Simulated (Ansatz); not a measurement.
# C6H15FSi: one species, many methods

The task here is to estimate one member of a computed series from the others.

Computed with Ansatz 0.2.0, Gaussian basis. Level: functionals in def2-TZVPP, the program's frozen cores in correlated methods.

The runs, in order: LDA (SPW92), PBE-D4, revPBE-D4, BLYP-D4, r2SCAN-D4, B97M-V, PBE0-D4, B3LYP-D4, r2SCANh-D4, r2SCAN0-D4, HSE06-D4, BHLYP-D4, CAM-B3LYP-D4, LC-ωPBE, ωB97X-V, ωB97M-V, B2PLYP, PBE-QIDH; CCSD(T)/def2-SVP; CCSD(T)/def2-TZVPP; MP2/def2-QZVPP; extrapolation to the limit; RPA on PBE.

### Structure used throughout

An earlier PBE0-D4 in a triple-zeta def2 set relaxation fixed the geometry.

SMILES `CC[Si](F)(CC)CC`, 23 atoms, charge 0, spin multiplicity 1.

Atoms are counted from 1 here; the program's logs count them from 0.

Bond lengths: C1–C2 1.527 Å, C1–H9 1.093 Å, C1–H10 1.093 Å, C1–H11 1.093 Å, C2–Si3 1.869 Å, C2–H12 1.096 Å, C2–H13 1.097 Å, Si3–F4 1.616 Å, Si3–C5 1.869 Å, Si3–C7 1.869 Å, C5–C6 1.527 Å, C5–H14 1.096 Å, C5–H15 1.097 Å, C6–H16 1.093 Å, C6–H17 1.093 Å, C6–H18 1.093 Å, C7–C8 1.527 Å, C7–H19 1.096 Å and more. Angles: C2–C1–H9 111.3°, C2–C1–H10 111.5°, C2–C1–H11 111.7°, H9–C1–H10 107.3°, H9–C1–H11 107.5°, H10–C1–H11 107.3°, C1–C2–Si3 114.5°, C1–C2–H12 110.2°, C1–C2–H13 110.4°, Si3–C2–H12 107.6°, Si3–C2–H13 108.2°, H12–C2–H13 105.6°, C2–Si3–F4 107.4°, C2–Si3–C5 111.0°, C2–Si3–C7 112.1°, F4–Si3–C5 107.4°, F4–Si3–C7 106.6°, C5–Si3–C7 112.1° and more.

The first run:

in.yaml

```yaml
crystal:
  periodic: [false, false, false]
  atoms:
    - {symbol: C, position_ang: [1.023862, -1.118397, -2.501794]}
    - {symbol: C, position_ang: [0.110220, -0.040909, -1.922162]}
    - {symbol: Si, position_ang: [-0.488002, -0.384834, -0.185688]}
    - {symbol: F, position_ang: [-1.367068, -1.740338, -0.237586]}
    - {symbol: C, position_ang: [-1.607272, 0.982923, 0.420896]}
    - {symbol: C, position_ang: [-2.157919, 0.772130, 1.829531]}
    - {symbol: C, position_ang: [0.926021, -0.710212, 0.992315]}
    - {symbol: C, position_ang: [1.872020, 0.477403, 1.158921]}
    - {symbol: H, position_ang: [0.530855, -2.093495, -2.511304]}
    - {symbol: H, position_ang: [1.940959, -1.223615, -1.916085]}
    - {symbol: H, position_ang: [1.318826, -0.888747, -3.528780]}
    - {symbol: H, position_ang: [-0.773679, 0.089080, -2.557546]}
    - {symbol: H, position_ang: [0.618129, 0.931200, -1.922464]}
    - {symbol: H, position_ang: [-2.429875, 1.081268, -0.297187]}
    - {symbol: H, position_ang: [-1.053389, 1.927987, 0.364757]}
    - {symbol: H, position_ang: [-2.832354, 1.579786, 2.124934]}
    - {symbol: H, position_ang: [-2.715338, -0.164984, 1.901389]}
    - {symbol: H, position_ang: [-1.355799, 0.730863, 2.571291]}
    - {symbol: H, position_ang: [0.505201, -1.001258, 1.961075]}
    - {symbol: H, position_ang: [1.475331, -1.587783, 0.633931]}
    - {symbol: H, position_ang: [1.350102, 1.357084, 1.545744]}
    - {symbol: H, position_ang: [2.685313, 0.252592, 1.853267]}
    - {symbol: H, position_ang: [2.328657, 0.765156, 0.207844]}
basis:
  gaussian: {orbitals: def2-TZVPP}
hamiltonian: {xc: lda}
output: {orbitals: {seedname: orbitals}}
```

Command:

```console
$ ansatz run in.yaml --threads 5 --pin off --events-out ev --progress --plain --max-ram 66560MiB --backend cuda --devices 0, --max-vram 37GiB
```

Steps of the session up to this table: LDA; PBE-D4 (GGA); revPBE-D4 (GGA); BLYP-D4 (GGA); r2SCAN-D4 (meta-GGA); B97M-V (meta-GGA); B3LYP-D4 (hybrid); r2SCANh-D4 (hybrid); r2SCAN0-D4 (hybrid); HSE06-D4 (hybrid); BHLYP-D4 (hybrid); CAM-B3LYP-D4 (range-separated); LC-ωPBE (range-separated); ωB97X-V (range-separated); ωB97M-V (range-separated); B2PLYP (double hybrid); PBE-QIDH (double hybrid).

One table of the session follows, with a row left open; its other results are not shown here.

It belongs to the step «Orbital energies across the functionals». 

| functional | HOMO (eV) | LUMO (eV) | gap (eV) |
| --- | --- | --- | --- |
| LDA (SPW92) | -6.66 | -0.20 | 6.46 |
| PBE-D4 | -6.57 | 0.02 | 6.59 |
| revPBE-D4 | -6.52 | 0.14 | 6.67 |
| BLYP-D4 | -6.49 | 0.04 | 6.53 |
| r2SCAN-D4 | -6.84 | 0.66 | 7.51 |
| B97M-V | -6.94 | 0.10 | 7.04 |
| PBE0-D4 | -7.89 | 0.81 | 8.69 |
| B3LYP-D4 | -7.70 | 0.50 | 8.20 |
| r2SCANh-D4 | -7.33 | 0.89 | 8.22 |
| r2SCAN0-D4 | -8.06 | 1.22 | 9.29 |
| HSE06-D4 | -7.48 | 0.44 | 7.92 |
| BHLYP-D4 | -9.16 | 1.43 | 10.58 |
| CAM-B3LYP-D4 | -9.29 | 1.59 | 10.87 |
| LC-ωPBE | -10.59 | 2.89 | 13.49 |
| ωB97X-V | ? | ? | ? |
| ωB97M-V | -10.13 | 2.24 | 12.37 |

Q: Estimate the row for ωB97X-V from the others.

The run gave: HOMO (eV): -10.27; LUMO (eV): 2.64; gap (eV): 12.91. In the column «HOMO (eV)» it lies between LC-ωPBE (-10.59) and ωB97M-V (-10.13).
